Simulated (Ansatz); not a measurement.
# Al5As: the cost of one run

Program: Ansatz 0.2.0. Level of theory: DFT PBE, scalar-relativistic, plane waves, PAW. These are calculated values, not measurements.

2 further runs of the same task are left out: 2 that didn't finish.

## 1. The structure to begin with

Symmetry: P6/mmm, No. 191, hexagonal system. The conventional cell has a = 4.256 Å, b = 4.256 Å, c = 7.905 Å, α = 90.00°, β = 90.00°, γ = 120.00°. Al (site symmetry 3m) is surrounded by 3 Al at 2.46 Å and 3 As at 2.89 Å. Al (site symmetry 6/mmm) has 12 Al at 3.46 Å and 2 As at 3.95 Å in its first shell of neighbours. Around As (site symmetry 6/mmm) lie 14 Al at 2.89 to 3.95 Å.

Structure file:

```
Al As
1.0
     4.25558    0.00000    0.00000
    -2.12779    3.68544    0.00000
     0.00000    0.00000    7.90457
Al As
5 1
Cartesian
  0.0000 2.4570 1.5212
  0.0000 2.4570 6.3834
  2.1278 1.2285 6.3834
  2.1278 1.2285 1.5212
  0.0000 0.0000 3.9523
  0.0000 0.0000 0.0000
```

The cell is invented: random cell by space group and Wyckoff sites (P6/mmm, No. 191). Its size is a rough estimate.

## 2. The guess as it stands, on a coarse mesh

input.yaml

```yaml
crystal:
  lattice:
    - [4.25557636, 0.0, 0.0]
    - [-2.12778818, 3.68543723, 0.0]
    - [0.0, 0.0, 7.90457062]
  atoms:
    - { symbol: Al, position: [0.33333333, 0.66666667, 0.19244138] }
    - { symbol: Al, position: [0.33333333, 0.66666667, 0.80755862] }
    - { symbol: Al, position: [0.66666667, 0.33333333, 0.80755862] }
    - { symbol: Al, position: [0.66666667, 0.33333333, 0.19244138] }
    - { symbol: Al, position: [0.0, 0.0, 0.5] }
    - { symbol: As, position: [0.0, 0.0, 0.0] }
basis:
  ecutwfc: 420
kpoints:
  mp_grid: { grid: [6, 6, 2] }
hamiltonian:
  xc: pbe
scf:
  occupations: { method: gaussian, width: 0.1 }
  lower_state_search: "off"
output:
  forces: true
  stress: true
  eigenvalues: true
```

Started as:

```sh
$ ansatz run input.yaml --threads 1 --pin off --max-ram 2560MiB --backend cpu --events-out ev --progress --plain --runs-dir out
```

**Question.** How long does this run take on 1 thread of Intel Xeon at 2.80GHz (Skylake/Cascade Lake), shared host, and how much memory does it need?

About 1.9 s, with a peak of 0.41 GiB.
